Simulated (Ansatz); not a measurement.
# GaHOF (doublet): from Hartree-Fock to the top rungs at a displaced geometry (v1), cc-pVDZ

The task here is to estimate one member of a computed series from the others.

Computed with Ansatz 0.2.0, Gaussian basis. Level: cc-pVDZ, core rule «outside noble gas», up to 16 orbitals frozen.

Plan: UHF; CCSD(T) on ROHF; CCSD(T) on UHF; BCCD(T) on ROHF; CISD as a restricted active space (open shells left free, so some higher excitations enter); CCSDT(Q) on ROHF; CCSDT(Q) on UHF.

23 further runs of the same task are left out: 5 for a known fault of the program, 5 that didn't finish, 13 set aside as unsound or not needed. Runs told in other sessions of the task aren't counted.

### What is computed

The geometry is a PBE0/def2-TZVP stationary point (not a proven minimum) with its atoms shifted at random (size 0.040 Å). No spin-orbit coupling is included. The filled d shell of Ga may be among the frozen orbitals whatever the setting's name suggests.

4 atoms, charge 0, spin multiplicity 2.

Atoms are counted from 1 here; the program's logs count them from 0.

Bond lengths: F1–Ga2 1.761 Å, Ga2–O3 1.801 Å, O3–H4 0.908 Å. Angles: F1–Ga2–O3 117.7°, Ga2–O3–H4 118.0°.

Coordinates:

```xyz
4

F    -0.00605   -0.60958    1.48820
Ga   -0.00688    0.30892   -0.01379
O     0.04108   -0.61288   -1.55995
H    -0.06170   -0.15073   -2.33518
```

The first run:

Input file in.yaml:

```yaml
crystal:
  periodic: [false, false, false]
  atoms:
    - {symbol: F, position_ang: [-0.006052, -0.609578, 1.488196]}
    - {symbol: Ga, position_ang: [-0.006885, 0.308917, -0.013788]}
    - {symbol: O, position_ang: [0.041079, -0.612880, -1.559950]}
    - {symbol: H, position_ang: [-0.061698, -0.150729, -2.335179]}
basis:
  gaussian: {orbitals: cc-pVDZ}
magnetization: {spin_polarized: true, initial_magnetization: 1}
hamiltonian: {xc: hf}
output: {orbitals: {seedname: orbitals}}
```

The run is started by

```console
> ansatz run in.yaml --threads 1 --pin off --events-out ev --progress --plain --max-ram 2393MiB
```

Steps of the session up to this table: UHF; CCSD(T) on ROHF; CCSD(T) on UHF; BCCD(T) on ROHF; CISD as a restricted active space (open shells left free, so some higher excitations enter); CCSDT(Q) on ROHF; CCSDT(Q) on UHF.

One table of the session follows, with a row left open; its other results are not shown here.

```
   method  from UCCSDT(Q) (kcal/mol)
     ROHF                    +280.19
      UHF                    +278.92
     RMP2                     +11.54
     UMP2                     +11.31
    RCCSD                          ?
    UCCSD                      +6.92
 RCCSD(T)                      +1.43
 UCCSD(T)                      +1.29
  BCCD(T)                      +1.30
   RCCSDT                      +1.00
   UCCSDT                      +0.86
RCCSDT(Q)                      +0.28
UCCSDT(Q)                          0
```

Q: Estimate the row for RCCSD from the others.

**Answer.** from UCCSDT(Q) (kcal/mol): +7.11. In the column «from UCCSDT(Q) (kcal/mol)» it lies between UCCSD (+6.92) and UMP2 (+11.31).

Not comparable, so not listed: CISD as a restricted active space (open shells left free, so some higher excitations enter) (they don't share determinant, frozen orbitals or solution with the rows shown, or repeat one).

Caveats from the session: Restricted and unrestricted rows rest on different reference determinants; a gap between their highest levels can come from leftover correlation error, from unlike frozen cores or from another state.
